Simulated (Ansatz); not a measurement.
# Mo6Rh7, relaxed

The start is Mo6Rh7, a structure type of another compound, with these elements put in. Where does it settle when we relax cell and atoms at 5 GPa, and what is it like there?

All numbers below are computed with Ansatz 0.2.0 (DFT, PBEsol, no spin polarisation, plane waves, PAW).

## 1. Geometry

It takes space group R-3m (No. 166, trigonal). The conventional cell has a = 4.847 Å, b = 4.847 Å, c = 26.072 Å, α = 90.00°, β = 90.00°, γ = 120.00°. Rh (site symmetry m) is surrounded by 5 Rh at 2.42 to 2.45 Å and 5 Mo at 2.65 to 2.78 Å. Mo (site symmetry 3m) is surrounded by 6 Rh at 2.70 to 2.75 Å and 9 Mo at 2.80 to 3.08 Å. Around Rh (site symmetry -3m) lie 6 Rh at 2.45 Å. Mo (site symmetry 3m) has 2 Mo at 2.51 to 2.70 Å and 6 Rh at 2.65 Å as nearest neighbours. Mo (site symmetry 3m) has 4 Mo at 2.70 to 2.91 Å and 12 Rh at 2.78 to 2.92 Å as nearest neighbours.

In its conventional cell, by symmetry (the run takes the cell typed in the input):

```cif
data_structure
_symmetry_space_group_name_H-M 'R-3m:H'
_symmetry_Int_Tables_number 166
_cell_length_a 4.8469
_cell_length_b 4.8469
_cell_length_c 26.0716
_cell_angle_alpha 90.000
_cell_angle_beta 90.000
_cell_angle_gamma 120.000
_cell_volume 530.42
loop_
_atom_site_label
_atom_site_type_symbol
_atom_site_symmetry_multiplicity
_atom_site_Wyckoff_symbol
_atom_site_fract_x
_atom_site_fract_y
_atom_site_fract_z
_atom_site_occupancy
Rh1 Rh 18 h 0.16663 0.33327 0.92287 1
Mo1 Mo 6 c 0.33333 0.66667 0.83217 1
Rh2 Rh 3 a 0.00000 0.00000 0.00000 1
Mo2 Mo 6 c 0.66667 0.33333 0.78513 1
Mo3 Mo 6 c 0.66667 0.33333 0.68163 1
```

It starts from an earlier solution of the starting cell (checkpoint.read).

## 2. The walk to rest

input.yaml

```yaml
crystal:
  lattice:
    - [2.423441, 4.197521, 0.0]
    - [-2.423441, 4.197521, 0.0]
    - [0.0, -2.798347, 8.690526]
  atoms:
    - { symbol: Rh, position: [0.0895, 0.0895, 0.7686] }
    - { symbol: Rh, position: [0.5896, 0.0895, 0.7686] }
    - { symbol: Rh, position: [0.0895, 0.5896, 0.7686] }
    - { symbol: Rh, position: [0.4104, 0.9105, 0.2314] }
    - { symbol: Rh, position: [0.9105, 0.9105, 0.2314] }
    - { symbol: Rh, position: [0.9105, 0.4104, 0.2314] }
    - { symbol: Mo, position: [0.1655, 0.1655, 0.4965] }
    - { symbol: Mo, position: [0.8345, 0.8345, 0.5035] }
    - { symbol: Rh, position: [0.0, 0.0, 0.0] }
    - { symbol: Mo, position: [0.4518, 0.4518, 0.3554] }
    - { symbol: Mo, position: [0.5482, 0.5482, 0.6446] }
    - { symbol: Mo, position: [0.3483, 0.3483, 0.0449] }
    - { symbol: Mo, position: [0.6517, 0.6517, 0.9551] }
  symmetry: { tolerance: 0.0003 }
kpoints:
  mp_grid: { grid: [5, 5, 5], shift: [0, 0, 0] }
magnetization:
  spin_polarized: false
scf:
  occupations: { method: fermi_dirac }
  lower_state_search: "off"
hamiltonian:
  pseudopotentials: { kind: paw }
  xc: pbesol
basis:
  ecutwfc: 420
  fft_grid_basis: typed
relax:
  max_steps: 40
  cell: { p_target: 5.0 }
  f_tol: 0.03
output:
  forces: true
  stress: true
  eigenvalues: true
  populations: true
  elf: true
  write_potential: true
  volumetric_format: npy
  dos:
    e_range: [-12, 8]
    de: 0.05
    projected: { site_lists: { Mo: [Mo], Rh: [Rh] } }
  bader: false
checkpoint:
  read: saved_state
```

Run with:

```console
$ ansatz run input.yaml --threads 2 --pin off --max-ram 3584MiB --backend cpu --events-out ev --progress --plain --runs-dir out
```

What does the calculation give? Wanted: moves; largest move; cell; volume; pressure at the end; character.

As calculated:

| quantity | value |
| --- | --- |
| moves | 5 |
| largest move | 0.07 Å (Rh) |
| space group (0.01 Å), before / after | R-3m / R-3m |
| cell | a = 4.981 Å, b = 4.981 Å, c = 9.165 Å, α = 105.77°, β = 105.77°, γ = 60.00° |
| volume | 14.38 Å³/atom (+5.8 %) |
| pressure at the end | 5.00 GPa |
| character | metal |
| density of states, mean within 0.25 eV of the Fermi level | 11 per eV per cell |

**Reading.** The volume grew by 5.8 %, and the largest move of an atom is 0.07 Å apart from the change of the cell. The run held to 12 symmetry operations, so a lower structure without them is not ruled out. Bands cross the Fermi level: a metal; within 0.25 eV of the Fermi level the density of states averages 11 per eV per cell, mostly Mo d (52 %) and Rh d (41 %).
